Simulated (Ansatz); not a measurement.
# BiH: the cost of one run

Computed with Ansatz 0.2.0 (DFT PBE, scalar-relativistic, plane waves, PAW, unless a step's input says otherwise).

### Step 1. The structure to begin with

Symmetry: Pmma, No. 51, orthorhombic system. Conventional cell: a = 4.783 Å, b = 3.165 Å, c = 4.883 Å, α = 90.00°, β = 90.00°, γ = 90.00°. Around Bi (site symmetry mm2) lie 8 H at 2.91 to 2.93 Å and 4 Bi at 3.01 to 3.17 Å. H (site symmetry mm2) has 8 Bi at 2.91 to 2.93 Å as nearest neighbours.

Coordinates:

```cif
data_structure
_symmetry_space_group_name_H-M 'Pmma'
_symmetry_Int_Tables_number 51
_cell_length_a 4.7827
_cell_length_b 3.1650
_cell_length_c 4.8831
_cell_angle_alpha 90.000
_cell_angle_beta 90.000
_cell_angle_gamma 90.000
_cell_volume 73.92
loop_
_atom_site_label
_atom_site_type_symbol
_atom_site_symmetry_multiplicity
_atom_site_Wyckoff_symbol
_atom_site_fract_x
_atom_site_fract_y
_atom_site_fract_z
_atom_site_occupancy
Bi1 Bi 2 e 0.75000 0.00000 0.68700 1
H1 H 2 f 0.75000 0.50000 0.18800 1
```

(A quick probe on a coarse mesh, which set the mesh and smearing, is not shown.)

### Step 3. A loose first relaxation

input.yaml reads:

```yaml
crystal:
  lattice:
    - [4.7826729392, 0.0, 0.0]
    - [0.0, 3.165004151, 0.0]
    - [0.0, 0.0, 4.8831492615]
  atoms:
    - { symbol: Bi, position: [0.75, 0.0, 0.687] }
    - { symbol: Bi, position: [0.25, 0.0, 0.313] }
    - { symbol: H, position: [0.75, 0.5, 0.188] }
    - { symbol: H, position: [0.25, 0.5, 0.812] }
basis:
  ecutwfc: 420
kpoints:
  mp_grid: { grid: [4, 6, 4] }
hamiltonian:
  xc: pbe
scf:
  occupations: { method: gaussian, width: 0.1 }
  lower_state_search: "off"
output:
  forces: true
  stress: true
  eigenvalues: true
relax:
  adjacent_minimum: "off"
  f_tol: 0.04
  max_steps: 70
  cell: { stress_tol: 0.4 }
```

Started as:

```sh
$ ansatz run input.yaml --threads 1 --pin off --max-ram 2560MiB --backend cpu --events-out ev --progress --plain --runs-dir out
```

What time and memory should one allow on 1 thread of AMD EPYC 9B45 (Zen 5), shared host?

About 28 s, with a peak of 0.43 GiB.
